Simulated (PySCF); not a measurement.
# Te⁺: excitation energy in x2c-TZVPPall plus 1 even-tempered diffuse shell per l

Wanted: the excitation energy of tellurium, up a ladder of methods.

Method: unrestricted determinants in a Gaussian basis, no spin-orbit coupling in the energies. Code: PySCF 2.14.0.

## Step 1: The atom as given

- Element: tellurium (Z = 52)
- Basis: x2c-TZVPPall with one added diffuse shell each of s, p, d, f type (9s7p5d3f, 76 functions)
- Hamiltonian: the spin-free X2C one-electron Hamiltonian (Gaussian nucleus)
- State 1: Te⁺: [Kr] 4d10 5s2 5p2 6s1, 6s spin antiparallel (an excited configuration)
- Needed too, but not shown: Te⁺ [Kr] 4d10 5s2 5p3 (4S)
- Methods: UHF, LDA, PBE, PBE0, r2SCAN, HSE06, LC-wPBE, TPSSh, wB97M-V, MP2
- Core shells frozen in the correlated runs: valence: [Kr] 4d10; valence and next inner shell: [Ar] 3d10 (for Te⁺)

One driver process ran all states and methods and kept the integrals in memory. Each run is shown as a PySCF script that sums up its settings (the driver passes frozen orbitals as a list and adds second-order terms of double hybrids); the logs are those of the runs themselves. The driver starts from symmetry-adapted Hartree-Fock orbitals, holds the occupation by maximum overlap and uses a logarithmic radial grid for functionals, so a plain start would take other cycles.

The integrals over 76 functions and the set-up took 4 s of CPU time.

## Step 2: Te⁺ [Kr] 4d10 5s2 5p2 6s1, s spin flipped

Level: UHF.

input.py

```python
from pyscf import gto, scf, dft, mp, cc
import basis_set_exchange as bse
mol = gto.M(atom="Te 0 0 0", charge=1, spin=1, symmetry="D2h",
            basis=gto.basis.parse(bse.get_basis("x2c-TZVPPall", elements=["Te"], fmt="nwchem", augment_diffuse=1)),
            nucmod="G")
mf = scf.UHF(mol).sfx2c1e()
mf.irrep_nelec = {'Ag': (9, 10), 'B1g': (2, 2), 'B2g': (2, 2), 'B3g': (2, 2), 'B1u': (4, 3), 'B2u': (4, 3), 'B3u': (3, 3)}
mf.kernel()
```

The log of the run:

```text
damping factor = 0
level_shift factor = 0
DIIS = <class 'pyscf.scf.diis.CDIIS'>
diis_start_cycle = 1
diis_space = 10
diis_damp = 0
SCF conv_tol = 1e-09
SCF conv_tol_grad = None
number electrons alpha = 26  beta = 25
cycle= 1 E= -6790.18078568573  delta_E= -0.00373  |g|= 0.0197  |ddm|= 0.14
cycle= 2 E= -6790.18146182154  delta_E= -0.000676  |g|= 0.00823  |ddm|= 0.0885
cycle= 3 E= -6790.18183800387  delta_E= -0.000376  |g|= 0.00391  |ddm|= 0.105
cycle= 4 E= -6790.18209085235  delta_E= -0.000253  |g|= 0.00176  |ddm|= 0.142
cycle= 5 E= -6790.18214572747  delta_E= -5.49e-05  |g|= 0.000405  |ddm|= 0.0964
cycle= 6 E= -6790.1821465808  delta_E= -8.53e-07  |g|= 6.98e-05  |ddm|= 0.0126
cycle= 7 E= -6790.18214658725  delta_E= -6.45e-09  |g|= 9.09e-06  |ddm|= 0.000709
cycle= 8 E= -6790.18214658766  delta_E= -4.11e-10  |g|= 2.34e-06  |ddm|= 0.00021
converged SCF energy = -6790.18214658766  <S^2> = 1.7574349  2S+1 = 2.8336795
```

CPU time 28 s on a shared host, the integrals not counted.

The occupied shells:

| shell | electrons | mean orbital energy (eV) | spread (eV) | rms radius (bohr) |
| --- | --- | --- | --- | --- |
| 1s α | 1 | -31984.7 | 0 | 0.0318 |
| 1s β | 1 | -31984.6 | 0 | 0.0318 |
| 2s α | 1 | -5013.4 | 0 | 0.130 |
| 2s β | 1 | -5013.4 | 0 | 0.130 |
| 2p α | 3 | -4498.0 | 0.035 | 0.116 |
| 2p β | 3 | -4497.9 | 0.106 | 0.116 |
| 3s α | 1 | -1050.3 | 0 | 0.343 |
| 3s β | 1 | -1050.2 | 0 | 0.343 |
| 3p α | 3 | -878.24 | 0.020 | 0.343 |
| 3p β | 3 | -878.05 | 0.285 | 0.343 |
| 3d α | 5 | -617.09 | 0.170 | 0.322 |
| 3d β | 5 | -617.03 | 0.251 | 0.322 |
| 4s α | 1 | -206.90 | 0 | 0.814 |
| 4s β | 1 | -206.60 | 0 | 0.814 |
| 4p α | 3 | -150.98 | 0.052 | 0.878 |
| 4p β | 3 | -150.57 | 0.679 | 0.878 |
| 4d α | 5 | -66.590 | 0.450 | 1.04 |
| 4d β | 5 | -66.294 | 0.759 | 1.04 |
| 5s α | 1 | -33.657 | 0 | 2.14 |
| 5s β | 1 | -28.971 | 0 | 2.14 |
| 5p α | 2 | -21.530 | 0 | 2.54 |
| 6s β | 1 | -7.796 | 0 | 5.22 |

⟨S²⟩ = 1.757, ⟨L²⟩ = 2.24.

Spin-orbit constants on these orbitals (cm⁻¹; bare nucleus, screened nucleus, mean field): 5p 5004, 4812, 4696.

With the s spin flipped the determinant is a mixture of two multiplicities, not a spectroscopic state.

Level: LDA.

input.py, as changed from the run before:

```diff
@@ -5,3 +5,3 @@
             nucmod="G")
-mf = scf.UHF(mol).sfx2c1e()
+mf = dft.UKS(mol, xc="LDA,VWN").sfx2c1e()
 mf.irrep_nelec = {'Ag': (9, 10), 'B1g': (2, 2), 'B2g': (2, 2), 'B3g': (2, 2), 'B1u': (4, 3), 'B2u': (4, 3), 'B3u': (3, 3)}
```

The log of the run:

```text
damping factor = 0
level_shift factor = 0
DIIS = <class 'pyscf.scf.diis.CDIIS'>
diis_start_cycle = 1
diis_space = 10
diis_damp = 0
SCF conv_tol = 1e-09
SCF conv_tol_grad = None
number electrons alpha = 26  beta = 25
XC functionals = LDA,VWN
    P. A. M. Dirac.,  Math. Proc. Cambridge Philos. Soc. 26, 376 (1930)
    F. Bloch.,  Z. Phys. 57, 545 (1929)
    S. H. Vosko, L. Wilk, and M. Nusair.,  Can. J. Phys. 58, 1200 (1980)
cycle= 1 E= -6786.63020531081  delta_E= -0.0224  |g|= 0.0659  |ddm|= 1.72
cycle= 2 E= -6786.63070345396  delta_E= -0.000498  |g|= 0.0294  |ddm|= 0.161
cycle= 3 E= -6786.63083549413  delta_E= -0.000132  |g|= 0.00811  |ddm|= 0.062
cycle= 4 E= -6786.63086228932  delta_E= -2.68e-05  |g|= 0.000861  |ddm|= 0.0517
cycle= 5 E= -6786.63086887602  delta_E= -6.59e-06  |g|= 0.000154  |ddm|= 0.0398
cycle= 6 E= -6786.63086902774  delta_E= -1.52e-07  |g|= 5.2e-06  |ddm|= 0.00769
cycle= 7 E= -6786.63086902775  delta_E= -1.64e-11  |g|= 6.3e-07  |ddm|= 4.72e-05
converged SCF energy = -6786.63086902775  <S^2> = 1.750644  2S+1 = 2.8288824
```

CPU time 1.1 s on a shared host, the integrals not counted.

Level: PBE.

input.py, as changed from the run before:

```diff
@@ -5,3 +5,3 @@
             nucmod="G")
-mf = dft.UKS(mol, xc="LDA,VWN").sfx2c1e()
+mf = dft.UKS(mol, xc="PBE").sfx2c1e()
 mf.irrep_nelec = {'Ag': (9, 10), 'B1g': (2, 2), 'B2g': (2, 2), 'B3g': (2, 2), 'B1u': (4, 3), 'B2u': (4, 3), 'B3u': (3, 3)}
```

The log of the run:

```text
damping factor = 0
level_shift factor = 0
DIIS = <class 'pyscf.scf.diis.CDIIS'>
diis_start_cycle = 1
diis_space = 10
diis_damp = 0
SCF conv_tol = 1e-09
SCF conv_tol_grad = None
number electrons alpha = 26  beta = 25
XC functionals = PBE
    J. P. Perdew, K. Burke, and M. Ernzerhof.,  Phys. Rev. Lett. 77, 3865 (1996)
    J. P. Perdew, K. Burke, and M. Ernzerhof.,  Phys. Rev. Lett. 78, 1396 (1997)
    J. P. Perdew, K. Burke, and M. Ernzerhof.,  Phys. Rev. Lett. 77, 3865 (1996)
    J. P. Perdew, K. Burke, and M. Ernzerhof.,  Phys. Rev. Lett. 78, 1396 (1997)
cycle= 1 E= -6792.55216978586  delta_E= -0.0151  |g|= 0.0411  |ddm|= 1.12
cycle= 2 E= -6792.5538073608  delta_E= -0.00164  |g|= 0.013  |ddm|= 0.415
cycle= 3 E= -6792.55451969715  delta_E= -0.000712  |g|= 0.00692  |ddm|= 0.292
cycle= 4 E= -6792.55491627151  delta_E= -0.000397  |g|= 0.00384  |ddm|= 0.255
cycle= 5 E= -6792.55507851508  delta_E= -0.000162  |g|= 0.00168  |ddm|= 0.429
cycle= 6 E= -6792.55510064734  delta_E= -2.21e-05  |g|= 0.000301  |ddm|= 0.13
cycle= 7 E= -6792.55510185925  delta_E= -1.21e-06  |g|= 7.69e-05  |ddm|= 0.0317
cycle= 8 E= -6792.55510191653  delta_E= -5.73e-08  |g|= 5.06e-06  |ddm|= 0.00504
cycle= 9 E= -6792.55510191656  delta_E= -2.36e-11  |g|= 2.89e-06  |ddm|= 3.3e-05
converged SCF energy = -6792.55510191656  <S^2> = 1.7512982  2S+1 = 2.829345
```

CPU time 2.4 s on a shared host, the integrals not counted.

Level: PBE0.

input.py, as changed from the run before:

```diff
@@ -5,3 +5,3 @@
             nucmod="G")
-mf = dft.UKS(mol, xc="PBE").sfx2c1e()
+mf = dft.UKS(mol, xc="PBE0").sfx2c1e()
 mf.irrep_nelec = {'Ag': (9, 10), 'B1g': (2, 2), 'B2g': (2, 2), 'B3g': (2, 2), 'B1u': (4, 3), 'B2u': (4, 3), 'B3u': (3, 3)}
```

The log of the run:

```text
damping factor = 0
level_shift factor = 0
DIIS = <class 'pyscf.scf.diis.CDIIS'>
diis_start_cycle = 1
diis_space = 10
diis_damp = 0
SCF conv_tol = 1e-09
SCF conv_tol_grad = None
number electrons alpha = 26  beta = 25
XC functionals = PBE0
    C. Adamo and V. Barone.,  J. Chem. Phys. 110, 6158 (1999)
    M. Ernzerhof and G. E. Scuseria.,  J. Chem. Phys. 110, 5029 (1999)
cycle= 1 E= -6792.63359332964  delta_E= -0.00914  |g|= 0.0235  |ddm|= 0.778
cycle= 2 E= -6792.63448708435  delta_E= -0.000894  |g|= 0.00633  |ddm|= 0.219
cycle= 3 E= -6792.63502902096  delta_E= -0.000542  |g|= 0.00498  |ddm|= 0.181
cycle= 4 E= -6792.63578741246  delta_E= -0.000758  |g|= 0.00272  |ddm|= 0.42
cycle= 5 E= -6792.63595098486  delta_E= -0.000164  |g|= 0.000948  |ddm|= 0.248
cycle= 6 E= -6792.63596041303  delta_E= -9.43e-06  |g|= 0.000244  |ddm|= 0.0469
cycle= 7 E= -6792.63596141882  delta_E= -1.01e-06  |g|= 6.25e-05  |ddm|= 0.0268
cycle= 8 E= -6792.63596142835  delta_E= -9.53e-09  |g|= 1.44e-05  |ddm|= 0.00335
cycle= 9 E= -6792.63596143216  delta_E= -3.81e-09  |g|= 3.65e-06  |ddm|= 0.00165
cycle= 10 E= -6792.63596143226  delta_E= -1e-10  |g|= 3.63e-07  |ddm|= 0.000202
converged SCF energy = -6792.63596143226  <S^2> = 1.7521488  2S+1 = 2.8299461
```

CPU time 3.1 s on a shared host, the integrals not counted.

Level: r2SCAN.

input.py, as changed from the run before:

```diff
@@ -5,3 +5,3 @@
             nucmod="G")
-mf = dft.UKS(mol, xc="PBE0").sfx2c1e()
+mf = dft.UKS(mol, xc="R2SCAN").sfx2c1e()
 mf.irrep_nelec = {'Ag': (9, 10), 'B1g': (2, 2), 'B2g': (2, 2), 'B3g': (2, 2), 'B1u': (4, 3), 'B2u': (4, 3), 'B3u': (3, 3)}
```

The log of the run:

```text
damping factor = 0
level_shift factor = 0
DIIS = <class 'pyscf.scf.diis.CDIIS'>
diis_start_cycle = 1
diis_space = 10
diis_damp = 0
SCF conv_tol = 1e-09
SCF conv_tol_grad = None
number electrons alpha = 26  beta = 25
XC functionals = R2SCAN
    J. W. Furness, A. D. Kaplan, J. Ning, J. P. Perdew, and J. Sun.,  J. Phys. Chem. Lett. 11, 8208-8215 (2020)
    J. W. Furness, A. D. Kaplan, J. Ning, J. P. Perdew, and J. Sun.,  J. Phys. Chem. Lett. 11, 9248-9248 (2020)
    J. W. Furness, A. D. Kaplan, J. Ning, J. P. Perdew, and J. Sun.,  J. Phys. Chem. Lett. 11, 8208-8215 (2020)
    J. W. Furness, A. D. Kaplan, J. Ning, J. P. Perdew, and J. Sun.,  J. Phys. Chem. Lett. 11, 9248-9248 (2020)
cycle= 1 E= -6792.99530777136  delta_E= -0.00968  |g|= 0.0378  |ddm|= 0.945
cycle= 2 E= -6792.99595570399  delta_E= -0.000648  |g|= 0.0171  |ddm|= 0.234
cycle= 3 E= -6792.99634704321  delta_E= -0.000391  |g|= 0.00689  |ddm|= 0.128
cycle= 4 E= -6792.99665431572  delta_E= -0.000307  |g|= 0.00427  |ddm|= 0.144
cycle= 5 E= -6792.99699659985  delta_E= -0.000342  |g|= 0.00149  |ddm|= 0.358
cycle= 6 E= -6792.99700191324  delta_E= -5.31e-06  |g|= 0.000465  |ddm|= 0.0174
cycle= 7 E= -6792.99700440438  delta_E= -2.49e-06  |g|= 0.000126  |ddm|= 0.0277
cycle= 8 E= -6792.99700451011  delta_E= -1.06e-07  |g|= 4.6e-05  |ddm|= 0.00361
cycle= 9 E= -6792.9970045351  delta_E= -2.5e-08  |g|= 6.55e-06  |ddm|= 0.00342
cycle= 10 E= -6792.99700453526  delta_E= -1.67e-10  |g|= 2.42e-06  |ddm|= 0.000377
converged SCF energy = -6792.99700453526  <S^2> = 1.7534171  2S+1 = 2.8308423
```

It used 4.9 s of CPU time after the integrals (shared host).

Level: HSE06.

input.py, as changed from the run before:

```diff
@@ -5,3 +5,3 @@
             nucmod="G")
-mf = dft.UKS(mol, xc="R2SCAN").sfx2c1e()
+mf = dft.UKS(mol, xc="HSE06").sfx2c1e()
 mf.irrep_nelec = {'Ag': (9, 10), 'B1g': (2, 2), 'B2g': (2, 2), 'B3g': (2, 2), 'B1u': (4, 3), 'B2u': (4, 3), 'B3u': (3, 3)}
```

The log of the run:

```text
damping factor = 0
level_shift factor = 0
DIIS = <class 'pyscf.scf.diis.CDIIS'>
diis_start_cycle = 1
diis_space = 10
diis_damp = 0
SCF conv_tol = 1e-09
SCF conv_tol_grad = None
number electrons alpha = 26  beta = 25
XC functionals = HSE06
    J. Heyd, G. E. Scuseria, and M. Ernzerhof.,  J. Chem. Phys. 118, 8207 (2003)
    J. Heyd, G. E. Scuseria, and M. Ernzerhof.,  J. Chem. Phys. 124, 219906 (2006)
    A. V. Krukau, O. A. Vydrov, A. F. Izmaylov, and G. E. Scuseria.,  J. Chem. Phys. 125, 224106 (2006)
cycle= 1 E= -6792.55504875914  delta_E= -0.00932  |g|= 0.0257  |ddm|= 0.888
cycle= 2 E= -6792.55613392377  delta_E= -0.00109  |g|= 0.00759  |ddm|= 0.28
cycle= 3 E= -6792.55676373178  delta_E= -0.00063  |g|= 0.00545  |ddm|= 0.233
cycle= 4 E= -6792.55730484355  delta_E= -0.000541  |g|= 0.00337  |ddm|= 0.315
cycle= 5 E= -6792.55746978956  delta_E= -0.000165  |g|= 0.00138  |ddm|= 0.393
cycle= 6 E= -6792.55747435767  delta_E= -4.57e-06  |g|= 0.000784  |ddm|= 0.162
cycle= 7 E= -6792.55748507072  delta_E= -1.07e-05  |g|= 9.74e-05  |ddm|= 0.0806
cycle= 8 E= -6792.55748514937  delta_E= -7.86e-08  |g|= 8.36e-06  |ddm|= 0.00577
cycle= 9 E= -6792.55748514971  delta_E= -3.38e-10  |g|= 1.73e-06  |ddm|= 0.000205
converged SCF energy = -6792.55748514971  <S^2> = 1.7520306  2S+1 = 2.8298626
```

It used 9.5 s of CPU time after the integrals (shared host).

Level: LC-wPBE.

input.py, as changed from the run before:

```diff
@@ -5,3 +5,3 @@
             nucmod="G")
-mf = dft.UKS(mol, xc="HSE06").sfx2c1e()
+mf = dft.UKS(mol, xc="LC_WPBE").sfx2c1e()
 mf.irrep_nelec = {'Ag': (9, 10), 'B1g': (2, 2), 'B2g': (2, 2), 'B3g': (2, 2), 'B1u': (4, 3), 'B2u': (4, 3), 'B3u': (3, 3)}
```

The log of the run:

```text
damping factor = 0
level_shift factor = 0
DIIS = <class 'pyscf.scf.diis.CDIIS'>
diis_start_cycle = 1
diis_space = 10
diis_damp = 0
SCF conv_tol = 1e-09
SCF conv_tol_grad = None
number electrons alpha = 26  beta = 25
XC functionals = LC_WPBE
    O. A. Vydrov and G. E. Scuseria.,  J. Chem. Phys. 125, 234109 (2006)
cycle= 1 E= -6792.4987228628  delta_E= -0.0121  |g|= 0.0368  |ddm|= 0.644
cycle= 2 E= -6792.49924580393  delta_E= -0.000523  |g|= 0.0112  |ddm|= 0.182
cycle= 3 E= -6792.49944801506  delta_E= -0.000202  |g|= 0.0057  |ddm|= 0.0658
cycle= 4 E= -6792.49960272021  delta_E= -0.000155  |g|= 0.00387  |ddm|= 0.0606
cycle= 5 E= -6792.49982699327  delta_E= -0.000224  |g|= 0.00245  |ddm|= 0.112
cycle= 6 E= -6792.49996729258  delta_E= -0.00014  |g|= 0.000295  |ddm|= 0.176
cycle= 7 E= -6792.49996818077  delta_E= -8.88e-07  |g|= 4.29e-05  |ddm|= 0.0134
cycle= 8 E= -6792.49996818484  delta_E= -4.07e-09  |g|= 1.29e-05  |ddm|= 0.000421
cycle= 9 E= -6792.49996818551  delta_E= -6.72e-10  |g|= 2.55e-06  |ddm|= 0.000193
converged SCF energy = -6792.49996818551  <S^2> = 1.7535324  2S+1 = 2.8309238
```

It used 7.2 s of CPU time after the integrals (shared host).

Level: TPSSh.

input.py, as changed from the run before:

```diff
@@ -5,3 +5,3 @@
             nucmod="G")
-mf = dft.UKS(mol, xc="LC_WPBE").sfx2c1e()
+mf = dft.UKS(mol, xc="TPSSH").sfx2c1e()
 mf.irrep_nelec = {'Ag': (9, 10), 'B1g': (2, 2), 'B2g': (2, 2), 'B3g': (2, 2), 'B1u': (4, 3), 'B2u': (4, 3), 'B3u': (3, 3)}
```

The log of the run:

```text
damping factor = 0
level_shift factor = 0
DIIS = <class 'pyscf.scf.diis.CDIIS'>
diis_start_cycle = 1
diis_space = 10
diis_damp = 0
SCF conv_tol = 1e-09
SCF conv_tol_grad = None
number electrons alpha = 26  beta = 25
XC functionals = TPSSH
    V. N. Staroverov, G. E. Scuseria, J. Tao, and J. P. Perdew.,  J. Chem. Phys. 119, 12129 (2003)
cycle= 1 E= -6792.70508039565  delta_E= -0.0103  |g|= 0.0368  |ddm|= 0.696
cycle= 2 E= -6792.70610292625  delta_E= -0.00102  |g|= 0.0143  |ddm|= 0.253
cycle= 3 E= -6792.70656511821  delta_E= -0.000462  |g|= 0.00659  |ddm|= 0.172
cycle= 4 E= -6792.70691135856  delta_E= -0.000346  |g|= 0.00429  |ddm|= 0.191
cycle= 5 E= -6792.70755634575  delta_E= -0.000645  |g|= 0.00211  |ddm|= 0.648
cycle= 6 E= -6792.70758009004  delta_E= -2.37e-05  |g|= 0.00114  |ddm|= 0.0419
cycle= 7 E= -6792.70759989884  delta_E= -1.98e-05  |g|= 0.000389  |ddm|= 0.13
cycle= 8 E= -6792.70760052945  delta_E= -6.31e-07  |g|= 8.39e-05  |ddm|= 0.025
cycle= 9 E= -6792.70760057913  delta_E= -4.97e-08  |g|= 3.18e-05  |ddm|= 0.00715
cycle= 10 E= -6792.70760058477  delta_E= -5.64e-09  |g|= 9.13e-06  |ddm|= 0.00277
cycle= 11 E= -6792.70760058601  delta_E= -1.24e-09  |g|= 1.91e-06  |ddm|= 0.000959
cycle= 12 E= -6792.70760058602  delta_E= -1e-11  |g|= 4.61e-07  |ddm|= 0.000108
converged SCF energy = -6792.70760058602  <S^2> = 1.7517213  2S+1 = 2.829644
```

It used 6.7 s of CPU time after the integrals (shared host).

Level: wB97M-V.

input.py, as changed from the run before:

```diff
@@ -5,3 +5,3 @@
             nucmod="G")
-mf = dft.UKS(mol, xc="TPSSH").sfx2c1e()
+mf = dft.UKS(mol, xc="WB97M_V").sfx2c1e()
 mf.irrep_nelec = {'Ag': (9, 10), 'B1g': (2, 2), 'B2g': (2, 2), 'B3g': (2, 2), 'B1u': (4, 3), 'B2u': (4, 3), 'B3u': (3, 3)}
```

The log of the run:

```text
damping factor = 0
level_shift factor = 0
DIIS = <class 'pyscf.scf.diis.CDIIS'>
diis_start_cycle = 1
diis_space = 10
diis_damp = 0
SCF conv_tol = 1e-09
SCF conv_tol_grad = None
number electrons alpha = 26  beta = 25
XC functionals = WB97M_V
    N. Mardirossian and M. Head-Gordon.,  J. Chem. Phys. 144, 214110 (2016)
NLC functional = WB97M_V
cycle= 1 E= -6792.53278334245  delta_E= -0.00836  |g|= 0.0269  |ddm|= 1.63
cycle= 2 E= -6792.53305279901  delta_E= -0.000269  |g|= 0.00609  |ddm|= 0.209
cycle= 3 E= -6792.53307760731  delta_E= -2.48e-05  |g|= 0.00246  |ddm|= 0.0321
cycle= 4 E= -6792.53308666382  delta_E= -9.06e-06  |g|= 0.000882  |ddm|= 0.0134
cycle= 5 E= -6792.53309258259  delta_E= -5.92e-06  |g|= 0.000468  |ddm|= 0.0124
cycle= 6 E= -6792.53309526861  delta_E= -2.69e-06  |g|= 0.000124  |ddm|= 0.0135
cycle= 7 E= -6792.53309540644  delta_E= -1.38e-07  |g|= 1.04e-05  |ddm|= 0.0035
cycle= 8 E= -6792.53309540678  delta_E= -3.46e-10  |g|= 1.12e-06  |ddm|= 0.000168
converged SCF energy = -6792.53309540678  <S^2> = 1.7520548  2S+1 = 2.8298797
```

It used 9.8 s of CPU time after the integrals (shared host).

## Step 3: Te⁺ [Kr] 4d10 5s2 5p2 6s1, s spin flipped, continued

Level: MP2 (valence).

Changes to input.py since step 2:

```diff
@@ -5,4 +5,5 @@
             nucmod="G")
-mf = dft.UKS(mol, xc="WB97M_V").sfx2c1e()
+mf = scf.UHF(mol).sfx2c1e()
 mf.irrep_nelec = {'Ag': (9, 10), 'B1g': (2, 2), 'B2g': (2, 2), 'B3g': (2, 2), 'B1u': (4, 3), 'B2u': (4, 3), 'B3u': (3, 3)}
 mf.kernel()
+mp.UMP2(mf, frozen=23).kernel()
```

This step left no log, only its results.

It used 0.4 s of CPU time after the integrals (shared host).

With 5 electrons correlated, the MP2 correlation energy is -0.05810 hartree (-0.01068 same spin, -0.04742 opposite spin); the SCS form gives -0.06047. Largest pairs of shells: 5s-5p -0.0275, 5s-5s -0.0126, 5p-6s -0.0079, 5s-6s -0.0058, 5p-5p -0.0043.

Level: MP2 (valence and next inner shell).

input.py, as changed from the run before:

```diff
@@ -8,2 +8,2 @@
 mf.kernel()
-mp.UMP2(mf, frozen=23).kernel()
+mp.UMP2(mf, frozen=14).kernel()
```

The driver printed no log here.

It used 0.52 s of CPU time after the integrals (shared host).

With 23 electrons correlated, the MP2 correlation energy is -0.51785 hartree (-0.18646 same spin, -0.33139 opposite spin); the SCS form gives -0.45982. Largest pairs of shells: 4d-4d -0.2344, 4d-5s -0.0635, 4p-4d -0.0579, 4d-5p -0.0392, 5s-5p -0.0275.

Radial density 4πr²ρ of Te⁺ at UHF, without picture-change correction:

| r (bohr) | density | spin density |
| --- | --- | --- |
| 0.000396 | 0.596 | 0.000 |
| 0.000666 | 1.38 | 0.000 |
| 0.00112 | 3.18 | 0.000 |
| 0.00189 | 7.07 | 0.000 |
| 0.00317 | 15.0 | -0.001 |
| 0.00533 | 29.2 | -0.001 |
| 0.00897 | 49.4 | -0.001 |
| 0.0151 | 66.2 | 0.001 |
| 0.0254 | 64.4 | 0.012 |
| 0.0427 | 59.1 | 0.035 |
| 0.0718 | 82.9 | 0.033 |
| 0.121 | 72.9 | -0.015 |
| 0.203 | 66.7 | 0.055 |
| 0.342 | 52.9 | 0.008 |
| 0.575 | 23.4 | 0.154 |
| 0.967 | 19.7 | -0.038 |
| 1.63 | 4.60 | 0.781 |
| 2.74 | 1.36 | 0.760 |
| 4.60 | 0.373 | -0.240 |
| 7.74 | 0.0452 | -0.045 |
| 13.0 | 1.28e-05 | 0.000 |

## Step 4: The energy differences

Excitation energy: Te⁺ [Kr] 4d10 5s2 5p3 (4S) → Te⁺ [Kr] 4d10 5s2 5p2 6s1, s spin flipped.

| method | value (eV) |
| --- | --- |
| UHF | 10.566 |
| LDA | 10.294 |
| PBE | 10.175 |
| PBE0 | 10.413 |
| r2SCAN | 10.463 |
| HSE06 | 10.361 |
| LC-wPBE | 10.655 |
| TPSSh | 10.391 |
| wB97M-V | 10.317 |
| MP2 (valence) | 10.610 |
| SCS-MP2 (valence) | 10.499 |
| MP2 (valence and next inner shell) | 10.665 |
| SCS-MP2 (valence and next inner shell) | 10.523 |

The upper determinant mixes two multiplicities, so it lies between the two terms.

The differences also use runs on Te⁺ [Kr] 4d10 5s2 5p3 (4S), which are not shown here.

## Step 5: Summary of results

| quantity | value |
| --- | --- |
| excitation energy, Te⁺ → [Kr] 4d10 5s2 5p2 6s1, s spin flipped | UHF 10.566, MP2 (valence and next inner shell) 10.665 eV |

**Reading.** The methods span 0.490 eV, from PBE (10.175) to MP2 (valence and next inner shell) (10.665). No reference value is at hand in this session. The basis is finite, and no extrapolation was made.
